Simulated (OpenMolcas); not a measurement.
# Pt⁴⁺ among point charges: CASSCF and CASPT2 levels and susceptibility

How does a field of 6 point charges split the states of Pt⁴⁺, and what χT follows?

Program: OpenMolcas 26.06. Level of theory: state-averaged CASSCF and CASPT2, spin-orbit coupling by RASSI with atomic mean-field integrals. These are calculated values, not measurements, unless marked.

### 1 What is computed

```
Species                           : Pt⁴⁺ (platinum, Z = 78, 74 electrons)
Basis                             : ANO-RCC-VDZP [7s6p4d2f], 59 functions
Scalar Hamiltonian                : DKH2, point nucleus
Inactive shells                   : 1s 2s 2p 3s 3p 3d 4s 4p 4d 4f 5s 5p
Active space                      : 6 electrons in 5 orbitals (5d)
Some configurations of this space : 5d⁶
Orbitals                          : optimised for each spin and parity, averaged over all roots
```

Outer shells as boxes (Hund's rule):

5d6
```
5d [↑↓][↑ ][↑ ][↑ ][↑ ]
```

The ion sits among 6 point charges of -1.5 e arranged as a tetragonal octahedron (D4h), 2.1 Å from the ion, with the axial distance 2.373 Å.

Each step is its own input file, run in one work folder so that later steps find the files of earlier ones. Labels, J, g values, rates, χT and fits are worked out afterwards by a script from the matrices that RASSI stores. The input lists half of the charges; inversion (Group=XYZ) makes the rest.

### 2 Basis and integrals

a.inp reads:

```
&GATEWAY
Coord
1

Pt 0.0 0.0 0.0
Basis=ANO-RCC-VDZP
Group=XYZ
NoMove
AngMom=0.0 0.0 0.0
AMFI
XField
3 Angstrom 0
2.100000 0.000000 0.000000 -1.500000
0.000000 2.100000 0.000000 -1.500000
0.000000 0.000000 2.373000 -1.500000
&SEWARD
```

On the command line:

```console
OMP_NUM_THREADS=1 MOLCAS_MEM=1689 MOLCAS_PROJECT=a pymolcas a.inp > a.log
```

### 3 Reference wave functions, quintets of even parity, 5 roots

a.inp reads:

```
&RASSCF
FileOrb=start.orb
Symmetry=1
Spin=5
nActEl=6 0 0
Inactive=15 19
Ras2=5 0
CIRoot=5 5 1
SDav=5
CIMx=300
Iter=120 100
PrWF=0.3
OrbListing=Nothing
MaxOrb=0
>>> COPY $Project.JobIph JOB001
```

start.orb holds the contracted functions of the basis, ordered by shell, or the orbitals of the step before.

### 4 Reference wave functions, triplets of even parity, 45 roots

a.inp reads:

```
&RASSCF
FileOrb=start.orb
Symmetry=1
Spin=3
nActEl=6 0 0
Inactive=15 19
Ras2=5 0
CIRoot=45 45 1
SDav=45
CIMx=300
Iter=120 100
PrWF=0.3
OrbListing=Nothing
MaxOrb=0
>>> COPY $Project.JobIph JOB002
```

### 5 CASSCF: singlets of even parity, 50 roots

a.inp reads:

```
&RASSCF
FileOrb=start.orb
Symmetry=1
Spin=1
nActEl=6 0 0
Inactive=15 19
Ras2=5 0
CIRoot=50 50 1
SDav=50
CIMx=300
Iter=120 100
PrWF=0.3
OrbListing=Nothing
MaxOrb=0
>>> COPY $Project.JobIph JOB003
```

### 6 State interaction with spin-orbit coupling

a.inp reads:

```
&RASSI
NrOfJobIphs=3 5 45 50
1 2 3 4 5
1 2 3 4 5 6 7 8 9 10 11 12 13 14 15 16 17 18 19 20 21 22 23 24 25 26 27
28 29 30 31 32 33 34 35 36 37 38 39 40 41 42 43 44 45
1 2 3 4 5 6 7 8 9 10 11 12 13 14 15 16 17 18 19 20 21 22 23 24 25 26 27
28 29 30 31 32 33 34 35 36 37 38 39 40 41 42 43 44 45 46 47 48 49 50
IphNames
JOB001
JOB002
JOB003
EJob
SpinOrbit
DIPRint=1.0
SOCoupling=1000.0
Subsets=2
Property=9
'ANGMOM' 1 'ANGMOM' 2 'ANGMOM' 3 'MLTPL  1' 1 'MLTPL  1' 2 'MLTPL  1' 3
'AMFI' 1 'AMFI' 2 'AMFI' 3
SOProperty=3
'ANGMOM' 1 'ANGMOM' 2 'ANGMOM' 3
```

### 7 CASPT2: IPEA 0.25, imaginary shift 0.1 (closed shells correlated: 5s 5p)

a.inp reads:

```
>>> COPY JOB001 $Project.JobIph
&CASPT2
Multistate=5 1 2 3 4 5
NoMult
Frozen=14 16
IPEA=0.25
Imaginary=0.1
MaxIter=60
WThr=0.0 0.3 0.05
PrWF=0.5
NoMix
>>> COPY JOB002 $Project.JobIph
&CASPT2
Multistate=45 1 2 3 4 5 6 7 8 9 10 11 12 13 14 15 16 17 18 19 20 21 22
23 24 25 26 27 28 29 30 31 32 33 34 35 36 37 38 39 40 41 42 43 44 45
NoMult
Frozen=14 16
IPEA=0.25
Imaginary=0.1
MaxIter=60
WThr=0.0 0.3 0.05
PrWF=0.5
NoMix
>>> COPY JOB003 $Project.JobIph
&CASPT2
Multistate=50 1 2 3 4 5 6 7 8 9 10 11 12 13 14 15 16 17 18 19 20 21 22
23 24 25 26 27 28 29 30 31 32 33 34 35 36 37 38 39 40 41 42 43 44 45 46
47 48 49 50
NoMult
Frozen=14 16
IPEA=0.25
Imaginary=0.1
MaxIter=60
WThr=0.0 0.3 0.05
PrWF=0.5
NoMix
```

(Steps that only read results are left out.)

Q: Predict the outcome of this session. Wanted: spin-free ground state; first state of the same spin within the active space; lowest level; next level.

As calculated:

| quantity | value |
| --- | --- |
| method | SS-CASPT2, IPEA 0.25, imaginary shift 0.1 (closed shells correlated: 5s 5p) |
| spin-free ground state | 5E, 2-fold in its orbital part |
| first state of the same spin within the active space | 5B2 at 2360 cm⁻¹ |
| lowest level | 1-fold B1 |
| next level | 47.2 cm⁻¹ |
| χT at 300 K | 4.46 cm³ K/mol |
| effective moment at 300 K | 5.97 μB |

Cost by method:

| method | time of its own steps | time with the reference |
| --- | --- | --- |
| A. CASSCF | 24 s | 24 s |
| B. SS-CASPT2, IPEA 0.25, imaginary shift 0.1, +5s 5p | 6.4 s | 30 s |

Times are of one thread on a shared host.

**Reading.** The spin-free ground state (5E) comes to 100 % from free-ion D terms and keeps the highest spin of the shell. χT at 300 K is 4.46, against 3.01 cm³ K/mol for the spin alone, so orbital moment adds to it. An active space of the d shell alone favours high spin; real ions in strong fields can be low spin. The field of point charges can differ much from that of real complexes. With metal d orbitals alone active, the gaps between spin states are rough; where two lie within a few thousand cm-1, their order is open. Point charges carry no covalency, so the field is a model and not that of real ligands.
